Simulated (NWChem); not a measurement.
# SiH3O4 (SMILES [O][Si](O)(O)O): UB3LYP/6-31G(d) (spherical functions)

What is the vertical doublet–quartet gap of SiH3O4 at UB3LYP/6-31G* (spherical functions)? 

Program for the calculation: NWChem 7.3.0.

4 further runs of the same task are left out: 4 that didn't finish. Runs told in other sessions of the task aren't counted.

### 1 The system as given

SiH3O4: 8 atoms, total charge 0, spin state doublet. SMILES: `[O][Si](O)(O)O`. The shape is that of a PBE0-D4/def2-TZVP optimisation. This is one conformer, not always the lowest.

Bond lengths: O1–Si2 1.656 Å, Si2–O3 1.631 Å, Si2–O4 1.622 Å, Si2–O5 1.624 Å, O3–H6 0.959 Å, O4–H7 0.959 Å, O5–H8 0.958 Å. Angles: O1–Si2–O3 102.2°, O1–Si2–O4 107.0°, O1–Si2–O5 116.5°, O3–Si2–O4 116.6°, O3–Si2–O5 108.2°, O4–Si2–O5 106.6°, Si2–O3–H6 117.6°, Si2–O4–H7 116.9°, Si2–O5–H8 118.2°.

### 2 Energy and forces at UB3LYP/6-31G(d) (spherical functions)

Contents of run.py:

```python
from ase import Atoms
from ase.calculators.nwchem import NWChem

mol = Atoms('OSiOOOHHH', positions=[
    [-1.417600, 0.247800, 1.193000],
    [-0.195800, 0.058700, 0.091000],
    [1.117100, -0.067300, 1.049800],
    [-0.249900, 1.339100, -0.902700],
    [-0.266300, -1.263500, -0.849700],
    [1.271400, 0.633000, 1.686700],
    [-0.094000, 1.173100, -1.833800],
    [-0.165000, -2.120800, -0.434300],
])

calc = NWChem(
    label='sp',
    theory='dft',
    memory='2200 mb',
    basis='6-31G*',
    basispar='spherical bse',
    dft={'xc': 'b3lyp', 'mult': '2', 'grid': 'xfine', 'convergence': 'energy 1e-08', 'iterations': '100', 'mulliken': None},
)
mol.calc = calc

forces = mol.get_forces()
e = mol.get_potential_energy()
print(f"E = {e:.6f} eV")
print("forces (eV/A):")
for s, f in zip(mol.symbols, forces):
    print(f"{s:2s} {f[0]:10.5f} {f[1]:10.5f} {f[2]:10.5f}")
```

The run is started by

```console
$ export ASE_NWCHEM_COMMAND="nwchem PREFIX.nwi > PREFIX.nwo"
$ python run.py
```

What it wrote:

```text
E = -16116.499255 eV
forces (eV/A):
O    -0.30015    0.04978    0.30190
Si   -0.28724   -0.01805    0.10948
O     0.53206   -0.39790    0.13390
O    -0.06916    0.66144   -0.00057
O    -0.05744   -0.14455   -0.61182
H     0.05775    0.33378    0.28426
H     0.07045   -0.10901   -0.42300
H     0.05374   -0.37554    0.20584
```

The calculator wrote sp.nwi:

```
title "sp"

permanent_dir sp

scratch_dir sp

start sp

geometry units angstrom nocenter noautosym noautoz
  O  -1.4176000000000000e+00 2.4779999999999999e-01 1.1930000000000001e+00
  Si -1.9580000000000000e-01 5.8700000000000002e-02 9.0999999999999998e-02
  O  1.1171000000000000e+00 -6.7299999999999999e-02 1.0498000000000001e+00
  O  -2.4990000000000001e-01 1.3391000000000000e+00 -9.0269999999999995e-01
  O  -2.6629999999999998e-01 -1.2635000000000001e+00 -8.4970000000000001e-01
  H  1.2714000000000001e+00 6.3300000000000001e-01 1.6867000000000001e+00
  H  -9.4000000000000000e-02 1.1731000000000000e+00 -1.8338000000000001e+00
  H  -1.6500000000000001e-01 -2.1208000000000000e+00 -4.3430000000000002e-01
end

memory 2200 mb

basis spherical bse noprint
   * library 6-31G*
end

dft
  xc b3lyp
  mult 2
  grid xfine
  convergence energy 1e-08
  iterations 100
  mulliken
end

task dft gradient
```

sp.nwo:

```text
Northwest Computational Chemistry Package (NWChem) 7.3.0
             --------------------------------------------------------

           Job information
           ---------------

    nwchem branch   = 7.3.0
    use scalapack   = T
    input           = sp.nwi
    prefix          = sp.
    data base       = sp/sp.db
    status          = startup
    nproc           =        1

           Memory information
           ------------------

    heap     =     72089594 doubles =      550.0 Mbytes
    stack    =     72089599 doubles =      550.0 Mbytes
    global   =    144179200 doubles =     1100.0 Mbytes (distinct from heap & stack)
    total    =    288358393 doubles =     2200.0 Mbytes
    verify   = yes
    hardfail = no

           Directory information
           ---------------------

  0 permanent = sp
  0 scratch   = sp

                                NWChem Input Module
                                -------------------

                                        sp
                                        --

 Scaling coordinates for geometry "geometry" by  1.889725989
 (inverse scale =  0.529177249)

                             Geometry "geometry" -> ""
                             -------------------------

 Output coordinates in angstroms (scale by  1.889725989 to convert to a.u.)

[... 82 lines left out ...]
  convergence criterion.
[... 17 lines left out ...]
          Convergence on energy requested:  1.00D-08
[... 1 line left out ...]
          Convergence on gradient requested:  5.00D-04
[... 24 lines left out ...]
          Convergence Information
[... 2 lines left out ...]
          total energy or number of iterations.
[... 27 lines left out ...]
 1-e energy   =   -1326.190773
[... 39 lines left out ...]
   convergence    iter        energy       DeltaE   RMS-Dens  Diis-err    time
[... 14 lines left out ...]
      One electron energy =    -1330.299556442532
[... 1 line left out ...]
    Exchange-Corr. energy =      -56.631628455124
[... 6 lines left out ...]
                    DFT Final Alpha Molecular Orbital Analysis
[... 1244 lines left out ...]
          Convergence on energy requested:  1.00D-08
[... 1 line left out ...]
          Convergence on gradient requested:  5.00D-04
[... 24 lines left out ...]
          Convergence Information
[... 2 lines left out ...]
          total energy or number of iterations.
[... 6 lines left out ...]
                  --------------- ------------------- ---------------
          dE  on:    start            ASAP                start
          dE off:    2 iters        100 iters           100 iters

      Screening Tolerance Information
      -------------------------------
          Density screening/tol_rho:  1.00D-11
          AO Gaussian exp screening on grid/accAOfunc:  18
          CD Gaussian exp screening on grid/accCDfunc:  20
          XC Gaussian exp screening on grid/accXCfunc:  20
          Schwarz screening/accCoul:  1.00D-09

                            NWChem DFT Gradient Module
                            --------------------------

                                        sp

  charge          =   0.00
  wavefunction    = open shell

                         DFT ENERGY GRADIENTS

    atom               coordinates                        gradient
                 x          y          z           x          y          z
   1 O      -2.678876   0.468274   2.254443    0.005837  -0.000968  -0.005871
   2 Si     -0.370008   0.110927   0.171965    0.005586   0.000351  -0.002129
   3 O       2.111013  -0.127179   1.983834   -0.010347   0.007738  -0.002604
[... 4 lines of this table left out ...]
   8 H      -0.311805  -4.007731  -0.820708   -0.001045   0.007303  -0.004003

                 ----------------------------------------
                 |  Time  |  1-e(secs)   |  2-e(secs)   |
                 ----------------------------------------
                 |  CPU   |       0.01   |       3.24   |
                 ----------------------------------------
                 |  WALL  |       0.01   |       3.24   |
                 ----------------------------------------

 Task  times  cpu:      127.2s     wall:      127.2s
 Total times  cpu:      127.2s     wall:      127.2s
```

Wall time 2.2 min (1 thread of Intel Xeon Platinum 8259CL at 2.50GHz (Skylake/Cascade Lake), shared host); peak memory 0.14 GiB.

### 3 The quartet: a single-point energy at UB3LYP/6-31G(d) (spherical functions)

Contents of h3o4si.nw:

```
echo
start h3o4si
title "H3O4Si B3LYP"
memory total 2200 mb
geometry units atomic noautosym nocenter noautoz
   O     -2.67887575     0.46827413     2.25444327
   Si    -0.37000838     0.11092692     0.17196508
   O      2.11101305    -0.12717857     1.98383449
   O     -0.47224256     2.53053225    -1.70585577
   O     -0.50323407    -2.38766896    -1.60570029
   H      2.40259779     1.19619664     3.18740105
   H     -0.17763426     2.21683772    -3.46537977
   H     -0.31180481    -4.00773117    -0.82070806
end
basis spherical bse
   * library 6-31G*
end
dft
   xc b3lyp
   mult 4
   grid xfine
   convergence energy 1e-08
   maxiter 100
   mulliken
end
task dft energy
```

The run is started by

```console
$ nwchem h3o4si.nw > h3o4si.out
```

What it wrote:

```text
[...]
          Wavefunction type:  spin polarized.
          No. of atoms     :     8
          No. of electrons :    49
[...]
          Charge           :     0
          Spin multiplicity:     4
[...]
          AO basis - number of functions:    80
[...]
              XC Information
              --------------
                         B3LYP Method XC Potential
                     Hartree-Fock (Exact) Exchange  0.200
                        Slater Exchange Functional  0.800 local
                    Becke 1988 Exchange Functional  0.720 non-local
              Lee-Yang-Parr Correlation Functional  0.810
                  VWN I RPA Correlation Functional  0.190 local
[...]
 d= 0,ls=0.0,diis     1   -591.8276548791 -8.49D+02  2.02D-02  3.60D-01     6.8
[...]
 d= 0,ls=0.0,diis    26   -591.9823351196 -9.01D-09  2.61D-06  1.18D-09   168.2
[...]
         Total DFT energy =     -591.982335119592
      One electron energy =    -1328.202617543070
           Coulomb energy =      535.307555139997
    Exchange-Corr. energy =      -56.451436041055
 Nuclear repulsion energy =      257.364163324537
[...]
      Total Density - Mulliken Population Analysis
     ---------------------------------------------
    Atom       Charge   Shell Charges
 -----------   ------   -------------------------------------------------------
    1 O    8     8.10   2.00  0.99  2.69  0.93  1.48  0.01
    2 Si  14    13.40   2.00  2.00  5.96  0.75  1.43  0.50  0.25  0.51
    3 O    8     8.39   2.00  0.95  2.88  0.84  1.72  0.02
    4 O    8     8.50   2.00  0.93  2.91  0.86  1.78  0.02
    5 O    8     8.56   2.00  0.92  2.92  0.87  1.82  0.02
    6 H    1     0.73   0.45  0.28
    7 H    1     0.66   0.46  0.20
    8 H    1     0.66   0.46  0.20
[...]
      <S2> =      3.7630 (Exact =     3.7500)
[...]
```

Wall time 2.8 min (1 thread of Intel Xeon Platinum 8259CL at 2.50GHz (Skylake/Cascade Lake), shared host); peak memory 0.13 GiB.

### 4 Outcome

Level: UB3LYP/6-31G* (spherical functions).

| quantity | value |
| --- | --- |
| doublet: total energy | -592.27043 Eh |
| doublet: dipole moment | 1.76 D |
| doublet: HOMO energy (highest over α and β) | -8.32 eV |
| doublet: LUMO energy (lowest over α and β) | -4.73 eV |
| doublet: ⟨S²⟩ | 0.753 |
| doublet: largest force on an atom | 0.678 eV/Å |
| quartet: total energy | -591.98234 Eh |
| quartet: dipole moment | 0.53 D |
| quartet: HOMO energy (highest over α and β) | -1.09 eV |
| quartet: ⟨S²⟩ | 3.763 |
| vertical energy of the quartet above the doublet | 7.839 eV |

In words: At this shape the quartet lies 7.84 eV (181 kcal/mol) above the doublet. The largest force (doublet) is 0.68 eV/Å: the shape isn't a stationary point for this species at this level.
